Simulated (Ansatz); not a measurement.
Run this with the Python package of Ansatz (0.2.0) and show what comes out.

Input file `input.yaml`:
```yaml
crystal:
  periodic: [false, false, false]
  atoms:
    - { symbol: "N", position_ang: [-1.0488, -0.5844, -0.4065] }
    - { symbol: C, position_ang: [-0.0796, 0.229, -0.3549] }
    - { symbol: Te, position_ang: [0.4661, 1.0697, 1.4897] }
    - { symbol: H, position_ang: [-1.3116, -0.9417, -1.3206] }
    - { symbol: H, position_ang: [0.5006, 0.4521, -1.2645] }
    - { symbol: H, position_ang: [1.5154, -0.2887, 1.8105] }
basis:
  gaussian: { orbitals: def2-SVP }
hamiltonian:
  xc: pbe
output:
  forces: true
```

Script `deck.py`:
```python
"""Run CH3NTe from an input written out key by key."""

import ansatz as az
import numpy as np
import pandas as pd

session = az.Session.from_deck("input.yaml")
report = session.plan(threads=1).execute().report

print("reference energy %16.6f eV" % report["reference_energy_ev"])
print("total energy     %16.6f eV" % report["free_energy_ev"])
print("occupied orbitals outside the frozen core (up, down):", report["n_occupied"], " frozen:", report["n_frozen"], " virtual:", report["n_virtual"])
symbols = ["N", "C", "Te", "H", "H", "H"]

forces = np.array(report["forces_ev_ang"])
print("largest force", round(float(np.linalg.norm(forces, axis=1).max()), 4), "eV/A, rms", round(float(np.sqrt((forces ** 2).mean())), 4))
charges = report["charge_distribution"]
table = pd.DataFrame({"atom": symbols, "mulliken": charges["mulliken_charges_e"], "lowdin": charges["lowdin_charges_e"]})
print(table.round(3).to_string())
print("dipole (e A):", np.round(charges["dipole_moment_e_ang"], 4) + 0.0)
```

```console
$ python deck.py
reference energy     -9862.180905 eV
total energy         -9862.180905 eV
occupied orbitals outside the frozen core (up, down): [20, 20]  frozen: 0  virtual: [49, 49]
largest force 1.9142 eV/A, rms 0.7766
  atom  mulliken  lowdin
0    N    -0.090   0.089
1    C    -0.163  -0.218
2   Te     0.063   0.173
3    H     0.107  -0.006
4    H     0.058  -0.019
5    H     0.024  -0.020
dipole (e A): [ 0.1192 -0.0117 -0.3622]
```

What to keep in mind:
- Total energies depend on the basis set; only differences at equal settings carry meaning.
- The geometry is a force-field or estimated start, not a minimum of this method, and the basis set is short of its limit.
- The Löwdin charges here are taken after orthogonalising the functions within each atom; they differ from plain Löwdin charges, and their signs can be unphysical.
- It ran for 1.6 s on 1 thread of Arm Neoverse V2, with other jobs on the host, peak memory 0.2 GiB.
